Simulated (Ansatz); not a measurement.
Run this with the Ansatz DFT code, driven from Python and show what comes out.

The script reads `cuh3os.xyz`:
```text
6

O     0.34500    0.51810   -1.28100
Cu    0.32460   -1.06450   -0.35440
S     0.07550   -1.19930    1.70980
H    -0.60320    0.44780   -1.16870
H     0.55160    1.23480   -0.63550
H    -0.65140   -0.00090    1.68360
```

`relaxed_scan_cuh3os.py`:
```python
'''Relaxed scan of one distance in CuH3OS.'''

import ansatz as az
import numpy as np

BASIS = 'def2-SVP'
FUNCTIONAL = 'pbe'


def main() -> None:
    system = az.Crystal.molecule_from_extxyz('cuh3os.xyz')

    base = (
        system.calculation()
        .basis(gaussian=BASIS)
        .functional(FUNCTIONAL)
        .scf(lower_state_search='off')
    )
    symbols = [site.symbol for site in system.cartesian_sites]
    pairs = [(0, 1), (0, 3), (0, 4), (1, 2), (1, 3), (2, 5)]
    print('held (A)   E (eV)        ', '  '.join(f'{symbols[i]}{i}-{symbols[j]}{j}' for i, j in pairs))
    for length in [1.8, 1.95, 2.11, 2.34, 2.64]:
        r = base.relax(constraints=[az.DistanceConstraint((1, 3), at=length)], force_tolerance=0.02, max_steps=60).run().report
        xyz = np.array(r['positions_ang'])
        print(f'{length:6.2f} {r["free_energy_ev"]:14.5f}  ', '  '.join(f'{np.linalg.norm(xyz[i] - xyz[j]):.3f}' for i, j in pairs))


if __name__ == '__main__':
    main()
```

```console
$ python relaxed_scan_cuh3os.py
held (A)   E (eV)         O0-Cu1  O0-H3  O0-H4  Cu1-S2  Cu1-H3  S2-H5
DeckWarning: relax.constraints: the input's atoms, or those drawn, lie off the distances that are held; a relaxation that starts there is brought onto them ahead of its first SCF, by positions alone, an atom by 7.61e-2 Å at the most. With the symmetry [...]
  1.80   -57547.87882   1.973  1.008  0.981  2.121  1.800  1.367
  1.95   -57547.98861   1.969  0.994  0.980  2.122  1.950  1.367
  2.11   -57548.07691   1.962  0.984  0.980  2.123  2.110  1.368
  2.34   -57548.15806   1.962  0.978  0.979  2.122  2.340  1.367
  2.64   -57548.16085   1.992  0.980  0.977  2.122  2.640  1.368
```
(Warnings from the package without file and line, shortened, repeats left out.)

What to keep in mind:
- The settings weren't tested for convergence.
- The energies are electronic: no zero-point or thermal terms, and the basis set is short of its limit.
- Finished in 49 s on 1 thread of Intel(R) Xeon(R) 6975P-C (Granite Rapids) (shared host), peak memory 0.2 GiB.

(Lines on the test bed's own set-up are left out of the output.)
